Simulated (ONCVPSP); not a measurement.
# Tantalum: generating and testing an ONCV potential

Aim: build the potential from the settings below, then test how well it stands in for the atom: other configurations, scattering, ghost states and the plane-wave cutoff that it needs.

The numbers are computed with ONCVPSP 4.0.1.1 (patched build) (LDA (Perdew-Wang 92), scalar-relativistic, spin-unpolarised reference atom).

## (1) Settings

Typed settings, in words:

| Item | Value |
| --- | --- |
| element | tantalum (Ta, Z = 73) |
| type | optimised norm-conserving Vanderbilt (ONCV) |
| frozen core | [Kr] 4d10 |
| valence charge | 27 |
| reference configuration | 4f14 5s2 5p6 5d3 6s1.5 (charge +0.5) |
| partial waves | 5s+6s: rc 1.60 bohr, ncon 3, nbas 7, qcut 8 1/bohr, 2 projectors; 5p: rc 1.25 bohr, ncon 4, nbas 8, qcut 5.2 1/bohr, 2 projectors, debl 3.7 Ha; 5d: rc 1.70 bohr, ncon 4, nbas 8, qcut 6.6 1/bohr, 3 projectors, debl 1.2 Ha; 4f: rc 0.75 bohr, ncon 5, nbas 9, qcut 20.9 1/bohr, 2 projectors, debl 2.8 Ha |
| local potential | polynomial inside 0.75 bohr (lpopt 2, dvloc0 0 Ha) |
| core correction | not asked for |

The nodes and maxima of the atom's own shells, from an earlier all-electron run, set the scale for the radii.

All-electron outer shells of the reference configuration (LDA (PZ), scalar-relativistic, ld1.x):

```json
{"shell": "4d", "level (eV)": "-225.49", "outermost node (bohr)": "0.22", "outermost maximum (bohr)": "0.46"}
{"shell": "5s", "level (eV)": "-76.68", "outermost node (bohr)": "0.54", "outermost maximum (bohr)": "0.98"}
{"shell": "5p", "level (eV)": "-43.05", "outermost node (bohr)": "0.58", "outermost maximum (bohr)": "1.13"}
{"shell": "4f", "level (eV)": "-28.42", "outermost node (bohr)": "–", "outermost maximum (bohr)": "0.44"}
{"shell": "6s", "level (eV)": "-8.67", "outermost node (bohr)": "1.32", "outermost maximum (bohr)": "2.71"}
{"shell": "5d", "level (eV)": "-7.14", "outermost node (bohr)": "0.65", "outermost maximum (bohr)": "1.58"}
{"shell": "6p", "level (eV)": "-4.03", "outermost node (bohr)": "1.59", "outermost maximum (bohr)": "3.61"}
```

## (2) Generating the potential

Ta.dat

```
# ATOM AND REFERENCE CONFIGURATION
# atsym  z   nc   nv     iexc    psfile
  Ta 73.00    9    5  -001012      upf
#
#   n    l    f
    1    0    2.00
    2    0    2.00
    2    1    6.00
    3    0    2.00
    3    1    6.00
    3    2   10.00
    4    0    2.00
    4    1    6.00
    4    2   10.00
    4    3   14.00
    5    0    2.00
    5    1    6.00
    5    2    3.00
    6    0    1.50
#
# PSEUDOPOTENTIAL AND OPTIMIZATION
# lmax
    3
#
#   l,   rc,      ep,       ncon, nbas, qcut
    0    1.60    0.00    3    7    8.00
    1    1.25    0.00    4    8    5.20
    2    1.70    0.00    4    8    6.60
    3    0.75    0.00    5    9   20.90
#
# LOCAL POTENTIAL
# lloc, lpopt,  rc(5),   dvloc0
    4    2    0.75    0.00
#
# VANDERBILT-KLEINMAN-BYLANDER PROJECTORs
# l, nproj, debl
    0    2    2.30
    1    2    3.70
    2    3    1.20
    3    2    2.80
#
# MODEL CORE CHARGE
# icmod, fcfact, rcfact
    0    0.00    0.00
#
# LOG DERIVATIVE ANALYSIS
# epsh1, epsh2, depsh
   -4.00    5.00    0.02
#
# OUTPUT GRID
# rlmax, drl
    6.00    0.01
#
# TEST CONFIGURATIONS
# ncnf
    4
# nvcnf
#   n    l    f
    5
    4    3   14.00
    5    0    2.00
    5    1    6.00
    5    2    3.00
    6    0    2.00
#
    5
    4    3   14.00
    5    0    2.00
    5    1    6.00
    5    2    3.00
    6    0    1.00
#
    5
    4    3   14.00
    5    0    2.00
    5    1    6.00
    5    2    3.00
    6    0    0.00
#
    5
    4    3   14.00
    5    0    1.00
    5    1    6.00
    5    2    3.00
    6    0    2.00
#
```

On the command line:

```sh
$ oncvpsp.x < Ta.dat > Ta.out
```

What the program wrote to Ta.out (without the consistency checks and plot data):

```text
ONCVPSP  (Optimized Norm-Conservinng Vanderbilt PSeudopotential)
scalar-relativistic version 4.0.1.1, modified

#   n    l    f        energy (Ha)
    1    0    2.00    -2.4738993E+03
    2    0    2.00    -4.2519024E+02
    2    1    6.00    -3.7276083E+02
    3    0    2.00    -9.7483077E+01
    3    1    6.00    -8.1891923E+01
    3    2   10.00    -6.3670047E+01
    4    0    2.00    -1.9952344E+01
    4    1    6.00    -1.4835640E+01
    4    2   10.00    -8.2865901E+00
    4    3   14.00    -1.0443154E+00
    5    0    2.00    -2.8180124E+00
    5    1    6.00    -1.5823198E+00
    5    2    3.00    -2.6231385E-01
    6    0    1.50    -3.1845221E-01

Reference configufation results
  iterations    30
  all-electron total energy (Ha)   -1.55952134D+04

Begin loop to  construct optimized pseudo wave functions
and semi-local pseudopoentials for all angular momenta

Calculating optimized projector #   1

 for l=   0

    Fraction of norm inside rc  0.907773
    Optimizing pswf for qcut=   8.01 a_B^-1,  ecut=  32.07 Ha
    Residual kinetic energy error=  1.30D-06 Ha

    Energy error per electron        Cutoff
         Ha          eV             Ha
         0.01000     0.27211       17.54
         0.00100     0.02721       22.27
         0.00010     0.00272       26.07
         0.00001     0.00027       29.19

Calculating optimized projector #   2

 for l=   0

    Fraction of norm inside rc  0.051008
    Optimizing pswf for qcut=   8.01 a_B^-1,  ecut=  32.07 Ha
    Residual kinetic energy error=  5.21D-07 Ha

    Energy error per electron        Cutoff
         Ha          eV             Ha
         0.01000     0.27211       13.95
         0.00100     0.02721       20.07
         0.00010     0.00272       24.85
         0.00001     0.00027       28.25

   Wellstate for l =  1  n =  7
     eigenvalue =   2.1177
     asymptotic potential =   2.6177
     half-point radius =  3.0624

Calculating optimized projector #   1

 for l=   1

    Fraction of norm inside rc  0.510421
    Optimizing pswf for qcut=   5.20 a_B^-1,  ecut=  13.52 Ha
    Residual kinetic energy error=  2.36D-02 Ha

    Energy error per electron        Cutoff
         Ha          eV             Ha
         0.01000     0.27211       29.29
         0.00100     0.02721      115.02
         0.00010     0.00272      135.11
         0.00001     0.00027      180.34

Calculating optimized projector #   2

 for l=   1

    Fraction of norm inside rc  0.056981
    Optimizing pswf for qcut=   5.20 a_B^-1,  ecut=  13.52 Ha
    Residual kinetic energy error=  1.08D-02 Ha

    Energy error per electron        Cutoff
         Ha          eV             Ha
         0.01000     0.27211       13.96
         0.00100     0.02721       40.51
         0.00010     0.00272      119.54
         0.00001     0.00027      177.96

   Wellstate for l =  2  n =  6
     eigenvalue =   0.9377
     asymptotic potential =   1.4377
     half-point radius =  3.3506

   Wellstate for l =  2  n =  7
     eigenvalue =   2.1377
     asymptotic potential =   2.6377
     half-point radius =  3.7407

Calculating optimized projector #   1

 for l=   2

    Fraction of norm inside rc  0.370284
    Optimizing pswf for qcut=   6.61 a_B^-1,  ecut=  21.84 Ha
    Residual kinetic energy error=  1.33D-06 Ha

    Energy error per electron        Cutoff
         Ha          eV             Ha
         0.01000     0.27211        9.92
         0.00100     0.02721       13.43
         0.00010     0.00272       16.24
         0.00001     0.00027       18.96

Calculating optimized projector #   2

 for l=   2

    Fraction of norm inside rc  0.188798
    Optimizing pswf for qcut=   6.61 a_B^-1,  ecut=  21.84 Ha
    Residual kinetic energy error=  2.25D-06 Ha

    Energy error per electron        Cutoff
         Ha          eV             Ha
         0.01000     0.27211       10.64
         0.00100     0.02721       14.17
         0.00010     0.00272       16.85
         0.00001     0.00027       19.54

Calculating optimized projector #   3

 for l=   2

    Fraction of norm inside rc  0.097089
    Optimizing pswf for qcut=   6.61 a_B^-1,  ecut=  21.84 Ha
    Residual kinetic energy error=  1.39D-05 Ha

    Energy error per electron        Cutoff
         Ha          eV             Ha
         0.01000     0.27211       11.19
         0.00100     0.02721       14.85
         0.00010     0.00272       17.77
         0.00001     0.00027       36.84

   Wellstate for l =  3  n =  5
     eigenvalue =   1.7557
     asymptotic potential =   2.2557
     half-point radius =  2.2066

Calculating optimized projector #   1

 for l=   3

    Fraction of norm inside rc  0.714910
    Optimizing pswf for qcut=  20.91 a_B^-1,  ecut= 218.65 Ha
    Residual kinetic energy error=  1.36D-03 Ha

    Energy error per electron        Cutoff
         Ha          eV             Ha
         0.01000     0.27211      194.44
         0.00100     0.02721      229.32
         0.00010     0.00272      564.59
         0.00001     0.00027      633.06

Calculating optimized projector #   2

 for l=   3

    Fraction of norm inside rc  0.055701
    Optimizing pswf for qcut=  20.91 a_B^-1,  ecut= 218.65 Ha
    Residual kinetic energy error=  2.87D-04 Ha

    Energy error per electron        Cutoff
         Ha          eV             Ha
         0.01000     0.27211      174.19
         0.00100     0.02721      204.40
         0.00010     0.00272      266.07
         0.00001     0.00027      445.57

Construct Vanderbilt / Kleinmman-Bylander projectors

B matrix Hermiticity error, ll=   0
   1   2    3.3191E-04

  Orthonormal projector coefficients  1.8555E+01  1.9844E+00

B matrix Hermiticity error, ll=   1
   1   2   -5.3322E-04

  Orthonormal projector coefficients  1.7329E+01  4.3844E+00

B matrix Hermiticity error, ll=   2
   1   2    1.2275E-04
   1   3   -2.0805E-04
   2   3    9.6881E-05

  Orthonormal projector coefficients  1.0787E+01  4.3340E+00  5.8340E-01

B matrix Hermiticity error, ll=   3
   1   2    9.5421E-04

  Orthonormal projector coefficients -5.8717E+01 -1.7161E+01

Pseudoatom total energy -333.394902

Diagnostic tests using Vanderbilt-Kleinman-Bylander pseudopotentials
  1 or more projectors used as specified by nproj input data

   l    rcore       rmatch      e in        delta e   norm test  slope test

   0   1.6057329   1.6544864  -2.8180124  -0.0000002   1.0001748   1.0001735
   0   1.6057329   1.6544864  -0.3184522   0.0000096   1.0000705   1.0000303

   1   1.2564815   1.2946310  -1.5823198  -0.0000197   1.0001430   1.0001864
   1   1.2564815   1.2946310   2.1176802   0.0000019   1.0006418   1.0006418

   2   1.7047202   1.7564792  -0.2623139   0.0000047   1.0000629   1.0000823
   2   1.7047202   1.7564792   0.9376861   0.0000058   1.0002450   1.0002450
   2   1.7047202   1.7564792   2.1376862   0.0000098   1.0003533   1.0003533

   3   0.7511553   0.7739620  -1.0443154   0.0001206   1.0005497   1.0004605
   3   0.7511553   0.7739620   1.7556846  -0.0000677   1.0009950   1.0009950

 Testing for bound ghosts
   n   l    E NL Schr. Eq   E Basis Diag.   E Cutoff

   1   0       -2.818013       -2.817978     73.65
       0                       -0.700255     73.65  WARNING - GHOST(-)
   2   0       -0.318443       -0.247548     73.65

   2   1       -1.582339       -1.580720    191.11

   3   2       -0.262309       -0.250630    152.15

   4   3       -1.044195       -1.032533    874.56

 Testing for highly-localized positive-energy ghosts
       l    <radius>/rc     E Basis Diag.   E Cutoff

Test configuration 0

   n   l     f        eae           eps        diff
   1   0  2.0000-2473.89926928
   2   0  2.0000 -425.19024323
   2   1  6.0000 -372.76083453
   3   0  2.0000  -97.48307717
   3   1  6.0000  -81.89192333
   3   2 10.0000  -63.67004716
   4   0  2.0000  -19.95234426
   4   1  6.0000  -14.83564006
   4   2 10.0000   -8.28659006
   4   3 14.0000   -1.04431537   -1.04419476    1.21D-04
   5   0  2.0000   -2.81801241   -2.81801265   -2.40D-07
   5   1  6.0000   -1.58231977   -1.58233948   -1.97D-05
   5   2  3.0000   -0.26231385   -0.26230919    4.66D-06
   6   0  1.5000   -0.31845221   -0.31844258    9.63D-06

    Total energies and differences
      AE_ref= -1.55952134D+04  AE_tst= -1.55952134D+04  dif=  0.00D+00
      PS_ref= -3.33394902D+02  PS_tst= -3.33394902D+02  dif= -2.33D-12
      PSP excitation error=  2.33D-12

Test configuration 1

   n   l     f        eae           eps        diff
   1   0  2.0000-2473.77031256
   2   0  2.0000 -425.06208905
   2   1  6.0000 -372.63264963
   3   0  2.0000  -97.35483788
   3   1  6.0000  -81.76368361
   3   2 10.0000  -63.54186609
   4   0  2.0000  -19.82407657
   4   1  6.0000  -14.70738333
   4   2 10.0000   -8.15837441
   4   3 14.0000   -0.91612882   -0.91549871    6.30D-04
   5   0  2.0000   -2.68982487   -2.68975223    7.26D-05
   5   1  6.0000   -1.45389064   -1.45390608   -1.54D-05
   5   2  3.0000   -0.13900802   -0.13902364   -1.56D-05
   6   0  2.0000   -0.20626629   -0.20624760    1.87D-05

    Total energies and differences
      AE_ref= -1.55952134D+04  AE_tst= -1.55953442D+04  dif= -1.31D-01
      PS_ref= -3.33394902D+02  PS_tst= -3.33525751D+02  dif= -1.31D-01
      PSP excitation error=  4.02D-05

Test configuration 2

   n   l     f        eae           eps        diff
   1   0  2.0000-2474.04028140
   2   0  2.0000 -425.33030804
   2   1  6.0000 -372.90093880
   3   0  2.0000  -97.62313853
   3   1  6.0000  -82.03198611
   3   2 10.0000  -63.81005602
   4   0  2.0000  -20.09243828
   4   1  6.0000  -14.97572689
   4   2 10.0000   -8.42663470
   4   3 14.0000   -1.18428729   -1.18471600   -4.29D-04
   5   0  2.0000   -2.95784342   -2.95792556   -8.21D-05
   5   1  6.0000   -1.72213146   -1.72215676   -2.53D-05
   5   2  3.0000   -0.39533187   -0.39530290    2.90D-05
   6   0  1.0000   -0.43753262   -0.43753461   -1.98D-06

    Total energies and differences
      AE_ref= -1.55952134D+04  AE_tst= -1.55950247D+04  dif=  1.89D-01
      PS_ref= -3.33394902D+02  PS_tst= -3.33206161D+02  dif=  1.89D-01
      PSP excitation error= -6.01D-05

Test configuration 3

   n   l     f        eae           eps        diff
   1   0  2.0000-2474.35260788
   2   0  2.0000 -425.64023169
   2   1  6.0000 -373.21097073
   3   0  2.0000  -97.93277729
   3   1  6.0000  -82.34163088
   3   2 10.0000  -64.11960479
   4   0  2.0000  -20.40215602
   4   1  6.0000  -15.28544159
   4   2 10.0000   -8.73625985
   4   3 14.0000   -1.49362762   -1.49530883   -1.68D-03
   5   0  2.0000   -3.26645362   -3.26673384   -2.80D-04
   5   1  6.0000   -2.02985650   -2.02989980   -4.33D-05
   5   2  3.0000   -0.68465087   -0.68455940    9.15D-05

    Total energies and differences
      AE_ref= -1.55952134D+04  AE_tst= -1.55944624D+04  dif=  7.51D-01
      PS_ref= -3.33394902D+02  PS_tst= -3.32643671D+02  dif=  7.51D-01
      PSP excitation error= -2.55D-04

Test configuration 4

   n   l     f        eae           eps        diff
   1   0  2.0000-2474.32412934
   2   0  2.0000 -425.59628948
   2   1  6.0000 -373.16814545
   3   0  2.0000  -97.87754137
   3   1  6.0000  -82.28656303
   3   2 10.0000  -64.06521484
   4   0  2.0000  -20.35040076
   4   1  6.0000  -15.23442450
   4   2 10.0000   -8.68502710
   4   3 14.0000   -1.43389185   -1.43975339   -5.86D-03
   5   0  1.0000   -3.16969201   -3.17216847   -2.48D-03
   5   1  6.0000   -1.90680204   -1.90745906   -6.57D-04
   5   2  3.0000   -0.50413039   -0.50389325    2.37D-04
   6   0  2.0000   -0.48455443   -0.48469153   -1.37D-04

    Total energies and differences
      AE_ref= -1.55952134D+04  AE_tst= -1.55924243D+04  dif=  2.79D+00
      PS_ref= -3.33394902D+02  PS_tst= -3.30602627D+02  dif=  2.79D+00
      PSP excitation error= -3.19D-03
```

It took 6.8 s on 1 thread of Intel Xeon Platinum 8488C, shared host.

Partial waves on a coarse radial grid (AE all-electron, PS pseudo):

```
r (bohr)    5s AE   5s PS    5p AE   5p PS
   0.085  -0.0426  0.0473   0.0403  0.0139
   0.170   0.3856  0.1054   0.3206  0.0509
   0.255  -0.1837  0.1826  -0.1262  0.1042
   0.340  -0.5885  0.2828  -0.4799  0.1739
   0.425  -0.5166  0.4049  -0.4929  0.2641
   0.510  -0.1630  0.5422  -0.2708  0.3714
   0.595   0.2571  0.6843   0.0417  0.4825
   0.680   0.6222  0.8185   0.3494  0.5872
   0.765   0.8867  0.9323   0.6059  0.6879
   0.850   1.0482  1.0161   0.7966  0.7923
   0.935   1.1220  1.0636   0.9226  0.8952
   1.020   1.1293  1.0736   0.9929  0.9755
   1.105   1.0899  1.0492   1.0185  1.0139
   1.190   1.0209  0.9964   1.0105  1.0101
   1.275   0.9351  0.9230   0.9782  0.9780
   1.360   0.8419  0.8374   0.9296  0.9294
   1.445   0.7479  0.7467   0.8707  0.8706
   1.530   0.6572  0.6570   0.8064  0.8062
   1.615   0.5725  0.5724   0.7399  0.7398
   1.700   0.4951  0.4950   0.6739  0.6738
   1.785   0.4256  0.4256   0.6099  0.6098
   1.870   0.3641  0.3640   0.5492  0.5491
   1.955   0.3101  0.3100   0.4923  0.4923
   2.040   0.2632  0.2631   0.4397  0.4397
   2.125   0.2226  0.2226   0.3915  0.3915
   2.210   0.1878  0.1878   0.3476  0.3476
```

## (3) Transferability, from the output's test configurations

Excitation and ionisation energies from 4f14 5s2 5p6 5d3 6s1.5, with the error of the potential.

```tsv
valence configuration	charge	ΔE all-electron (eV)	error AE − PS (meV)
4f14 5s2 5p6 5d3 6s2	0	-3.559	+1.1
4f14 5s2 5p6 5d3 6s1	+1	5.134	-1.6
4f14 5s2 5p6 5d3 6s0	+2	20.435	-6.9
4f14 5s1 5p6 5d3 6s2	+1	75.895	-87
```

## (4) Scattering by logarithmic derivatives

Taken from the files of the generation run. The phase is arctan(r·R′/R) of the radial function R, unwrapped, with energies in Ha. A pole is an energy at which the radial function vanishes at the test radius. The pseudo phase is shifted by a multiple of π to meet the all-electron one at the reference energy. Levels narrower than the energy grid can be missing from the poles. The last column is the largest difference on the grid between −0.5 and +0.5 Ha.

```tsv
channel	radius (bohr)	reference (Ha)	poles AE	poles PS	window around the reference with phases within 0.05 rad (Ha)	largest difference near zero (rad)
s	1.63	-0.32	-2.09	-2.09, -0.70	above -0.7	0.000
p	1.27	-1.58	2.70	2.70	the whole range	0.000
d	1.73	-0.26	1.73	1.73	the whole range	0.000
f	0.76	-1.04	2.61	2.61	the whole range	0.000
```

Phases (rad) along the scan:

```
E (Ha)    s AE    s PS    p AE    p PS
 -3.98   0.710   3.851   0.640   0.638
 -3.50  -0.236   2.905   0.362   0.360
 -3.02  -1.147   1.994  -0.029  -0.030
 -2.54  -1.444   1.698  -0.454  -0.455
 -2.06  -1.577   1.565  -0.792  -0.792
 -1.58  -1.660   1.482  -1.020  -1.020
 -1.10  -1.726   1.415  -1.171  -1.171
 -0.62  -1.790  -1.790  -1.274  -1.274
 -0.14  -1.863  -1.863  -1.349  -1.349
  0.34  -1.958  -1.958  -1.406  -1.406
  0.82  -2.101  -2.101  -1.451  -1.452
  1.30  -2.349  -2.348  -1.489  -1.489
  1.78  -2.819  -2.816  -1.520  -1.520
  2.26  -3.488  -3.485  -1.548  -1.548
  2.74  -3.973  -3.972  -1.573  -1.573
  3.22  -4.228  -4.227  -1.596  -1.597
  3.70  -4.369  -4.369  -1.619  -1.619
  4.18  -4.457  -4.458  -1.641  -1.641
  4.66  -4.518  -4.518  -1.663  -1.664
```

## (5) Convergence and ghost test

From the same output: the cutoffs (Ha) at which the residual kinetic energy of the hardest occupied pseudo-wave falls to 1 and 0.1 mHa per electron are 229 Ha and 565 Ha.

The program's own ghost test: GHOST(-) flagged for s at -19.1 eV; no localised positive-energy state flagged.

Cutoff (Ha) at which the first wave of each channel reaches a given error (Ha per electron):

```
  error     s      p     d      f
1.0e-02  17.5   29.3   9.9  194.4
3.2e-03  20.1   72.7  11.7  207.5
1.0e-03  22.3  115.0  13.4  229.3
3.2e-04  24.4  126.5  15.0  454.1
1.0e-04  26.1  135.1  16.2  564.6
3.2e-05  27.6  150.6  17.6  603.5
1.0e-05  29.2  180.3  19.0  633.1
```

## (6) Summary of results

| quantity | value |
| --- | --- |
| cutoffs for 1 and 0.1 mHa per electron, occupied waves | 229 Ha and 565 Ha |
| bound ghosts | s at -19.05 eV |
| GHOST(+) flags | none at low energy |
| largest test error (AE − PS) | -87 meV, for 4f14 5s1 5p6 5d3 6s2 |
| largest phase difference near zero energy, channels read | 0.000 rad |

A bound ghost (s) makes it unfit for use: electrons can fall into a state that the atom doesn't have. The worst unpolarised test, 4f14 5s1 5p6 5d3 6s2, is off by 87 meV on 75.9 eV; by total energies transferability rates as fair. That test lies far up in energy; among those under 40 eV, nearer to bonding, the largest error is 6.9 meV. The potential is very hard: the looser tolerance needs 229 Ha. At the looser tolerance the 4f wave is the slowest; 5p needs 115 Ha. Near zero energy the phases of the channels with partial waves agree within 0.001 rad. The pseudo curves have a pole with no partner nearby in the atom's: s at -0.70 Ha. These are tests on the free atom; a crystal test is still owed.
